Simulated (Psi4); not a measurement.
# ZrH4 (SMILES [H][Zr]([H])([H])[H]) at MP4/def2-SVP (core potential)

What is the energy change on altering one bond length of ZrH4 at MP4/def2-SVP (core potential)? 

The calculation is run with Psi4 1.11.

4 further runs of the same task are left out: 2 that didn't finish, 2 set aside as unsound or not needed.

### Step 1. The system as given

ZrH4 has 5 atoms, charge 0, and is taken as a singlet. SMILES: `[H][Zr]([H])([H])[H]`. The shape comes from GFN2-xTB, which is rough for such elements, and wasn't checked as a minimum.

Bond lengths: Zr1–H2 1.918 Å, Zr1–H3 1.918 Å, Zr1–H4 1.917 Å, Zr1–H5 1.919 Å. Angles: H2–Zr1–H3 109.6°, H2–Zr1–H4 109.7°, H2–Zr1–H5 109.2°, H3–Zr1–H4 109.7°, H3–Zr1–H5 109.2°, H4–Zr1–H5 109.4°.

### Step 2. The energy at MP4/def2-SVP (core potential)

run.py reads:

```python
import numpy as np
from ase.calculators.psi4 import Psi4
from ase import Atoms

mol = Atoms(['Zr', 'H', 'H', 'H', 'H'], positions=[
    [0.000680, 0.003910, 0.000810],
    [0.010660, -0.019090, 1.918700],
    [1.804530, 0.009360, -0.650970],
    [-0.916040, 1.568130, -0.622590],
    [-0.899830, -1.562310, -0.645950],
])
calc = Psi4(atoms=mol, method='mp4', basis='def2-SVP', memory='1600MB', num_threads=1, charge=0, multiplicity=1, label='h4zr')
calc.psi4.set_options({'scf_type': 'pk', 'num_frozen_docc': 0})
mol.calc = calc

print(f'energy: {mol.get_potential_energy():.6f} eV')
```

Run with:

```
$ python run.py
```

h4zr.dat:

```text
[...]
    !!!  WARNING: ECP capability is in beta. Please check occupations closely.  !!!
[...]
  Running in c1 symmetry.
[...]
  Nuclear repulsion =   14.256565510678408
[...]
  Multiplicity = 1
[...]
  Nalpha       = 8
  Nbeta        = 8
[...]
    Number of basis functions: 51
[...]
   @RHF iter   1:   -48.58282898146625   -5.93742e-01   5.12180e-03 ADIIS/DIIS
[...]
   @RHF iter  13:   -48.75979059058756   -4.80327e-12   5.45813e-09 DIIS
[...]
    Orbital Energies [Eh]
    ---------------------
    Doubly Occupied:
       1A     -2.620286     2A     -1.588163     3A     -1.588112
       4A     -1.588096     5A     -0.457994     6A     -0.430308
       7A     -0.430261     8A     -0.430244
[...]
  @RHF Final Energy:   -48.75979059058756
   => Energetics <=
    Nuclear Repulsion Energy =             14.2565655106784082
    One-Electron Energy =                -107.7657866489564356
    Two-Electron Energy =                  44.7494305476904586
    Total Energy =                        -48.7597905905875635
[...]
 Multipole Moments:
 ------------------------------------------------------------------------------------
     Multipole            Electronic (a.u.)      Nuclear  (a.u.)        Total (a.u.)
 ------------------------------------------------------------------------------------
 L = 1.  Multiply by 2.5417464519 to convert [e a0] to [Debye]
 Dipole X            :          0.0077992           -0.0053221            0.0024771
 Dipole Y            :          0.0455642           -0.0306023            0.0149619
 Dipole Z            :          0.0092298           -0.0063396            0.0028902
 Magnitude           :                                                    0.0154385
[...]
      * MP2 total energy:                    -49.000699771935
[...]
      * MP3 total energy:                    -49.024319699875
[...]
```

On the terminal:

```text
energy: -1334.362962 eV
```

Wall time 3.3 s (1 thread of AMD EPYC 9R45 (Zen 5), shared host); peak memory 0.26 GiB.

### Step 3. The distorted shape

input.in reads:

```
memory 1600 MB

molecule mol {
  0 1
  Zr
  H 1 1.918054
  H 1 1.917999 2 109.56855
  H 1 2.6841 3 109.6867 2 120.49701
  H 1 1.918922 3 109.21623 2 -119.63157
  symmetry c1
  no_reorient
  no_com
}

set basis def2-SVP
set reference rhf
set scf_type pk
set num_frozen_docc 0

energy('mp4')
print_variables()
```

Run with:

```
$ psi4 -i input.in -o input.out -n 1
```

input.out:

```text
[...]
    !!!  WARNING: ECP capability is in beta. Please check occupations closely.  !!!
[...]
  Running in c1 symmetry.
[...]
  Nuclear repulsion =   13.222991462956218
[...]
  Multiplicity = 1
[...]
  Nalpha       = 8
  Nbeta        = 8
[...]
    Number of basis functions: 51
[...]
   @RHF iter   1:   -48.42124795178584   -5.28899e-01   4.99689e-03 ADIIS/DIIS
[...]
   @RHF iter  15:   -48.69567835557336   -1.16529e-12   2.19220e-09 DIIS
[...]
    Orbital Energies [Eh]
    ---------------------
    Doubly Occupied:
       1A     -2.661088     2A     -1.626528     3A     -1.626478
       4A     -1.626378     5A     -0.473102     6A     -0.455056
       7A     -0.455039     8A     -0.342209
[...]
  @RHF Final Energy:   -48.69567835557336
   => Energetics <=
    Nuclear Repulsion Energy =             13.2229914629562177
    One-Electron Energy =                -105.3055849625076519
    Two-Electron Energy =                  43.3869151439780723
    Total Energy =                        -48.6956783555733637
[...]
 Multipole Moments:
 ------------------------------------------------------------------------------------
     Multipole            Electronic (a.u.)      Nuclear  (a.u.)        Total (a.u.)
 ------------------------------------------------------------------------------------
 L = 1.  Multiply by 2.5417464519 to convert [e a0] to [Debye]
 Dipole X            :          1.8205141           -0.9431901            0.8773240
 Dipole Y            :          1.1046221           -0.5783959            0.5262262
 Dipole Z            :          0.7837395           -0.4110139            0.3727256
 Magnitude           :                                                    1.0888231
[...]
      * MP2 total energy:                    -48.935539826087
[...]
      * MP3 total energy:                    -48.960068382081
[...]
```

Wall time 3.3 s (1 thread of AMD EPYC 9R45 (Zen 5), shared host); peak memory 0.24 GiB.

### Step 4. Results

At MP4/def2-SVP (core potential):

| quantity | value |
| --- | --- |
| first shape: total energy | -49.03693 Eh |
| first shape: HOMO energy (Hartree–Fock orbitals) | -11.71 eV |
| first shape: LUMO energy (Hartree–Fock orbitals) | 0.74 eV |
| first shape: HOMO–LUMO gap (Hartree–Fock orbitals) | 12.45 eV |
| first shape: correlation energy | -277.1 mEh |
| distorted shape: total energy | -48.97550 Eh |
| distorted shape: HOMO energy (Hartree–Fock orbitals) | -9.31 eV |
| distorted shape: LUMO energy (Hartree–Fock orbitals) | 0.10 eV |
| distorted shape: HOMO–LUMO gap (Hartree–Fock orbitals) | 9.41 eV |
| distorted shape: correlation energy | -279.8 mEh |
| energy change with the Zr1–H4 bond stretched from 1.917 to 2.684 Å | 1.672 eV |

**Reading.** With the Zr1–H4 bond stretched from 1.917 to 2.684 Å the energy rises by 1.67 eV (39 kcal/mol). The first shape isn't relaxed at this level, so the change isn't measured from a minimum.
